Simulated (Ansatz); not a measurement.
# CH5MoNO2: the cost of one run

The runs use Ansatz 0.2.0, Gaussian basis; the settings change from run to run.

### Step 1. The relaxed structure

An earlier PBE0-D4 in a triple-zeta def2 set relaxation fixed the geometry. Mo takes a core potential in def2 sets; no spin-orbit term is included.

SMILES `[CH3][Mo]([NH2])(=[O])=[O]`, 10 atoms, charge 0, spin multiplicity 1.

Atoms are counted from 1 here; the program's logs count them from 0.

Bond lengths: C1–Mo2 2.108 Å, C1–H6 1.093 Å, C1–H7 1.093 Å, C1–H8 1.093 Å, Mo2–N3 1.923 Å, Mo2–O4 1.681 Å, Mo2–O5 1.681 Å, N3–H9 1.010 Å, N3–H10 1.010 Å. Angles: Mo2–C1–H6 109.8°, Mo2–C1–H7 109.8°, Mo2–C1–H8 109.3°, H6–C1–H7 109.7°, H6–C1–H8 109.1°, H7–C1–H8 109.1°, C1–Mo2–N3 107.3°, C1–Mo2–O4 105.9°, C1–Mo2–O5 105.9°, N3–Mo2–O4 112.2°, N3–Mo2–O5 112.2°, O4–Mo2–O5 112.8°, Mo2–N3–H9 123.4°, Mo2–N3–H10 123.4°, H9–N3–H10 110.8°.

### Step 2. MP2/cc-pVTZ-DK

Options: charge +1, multiplicity 2, atoms shaken by 0.08 Å, correlated electrons set to outside_noble_gas.

Input file in.yaml:

```yaml
crystal:
  periodic: [false, false, false]
  atoms:
    - {symbol: C, position_ang: [-1.478499, -0.253570, -0.091062]}
    - {symbol: Mo, position_ang: [0.321254, 0.270281, -0.435787]}
    - {symbol: N, position_ang: [1.602989, -0.236713, 0.718718]}
    - {symbol: O, position_ang: [0.684559, -0.393242, -2.125838]}
    - {symbol: O, position_ang: [0.397923, 2.083987, -0.676807]}
    - {symbol: H, position_ang: [-1.796086, 0.042424, 0.848121]}
    - {symbol: H, position_ang: [-1.548912, -1.414608, -0.033280]}
    - {symbol: H, position_ang: [-2.158336, 0.037355, -0.645891]}
    - {symbol: H, position_ang: [2.009465, 0.307667, 1.506590]}
    - {symbol: H, position_ang: [2.233478, -1.014185, 0.671601]}
basis:
  gaussian: {orbitals: cc-pVTZ-DK}
total_charge: 1
magnetization: {spin_polarized: true, initial_magnetization: 1}
hamiltonian: {xc: {name: HF}}
correlation: {method: mp2, electrons: outside_noble_gas}
```

Command:

```bash
$ ansatz run in.yaml --threads 4 --pin off --events-out ev --progress --plain --max-ram 10444MiB
```

What time and memory should one allow on 4 threads of AMD EPYC 9R14, shared host?

About 2.9 min, with a peak of 1.1 GiB.
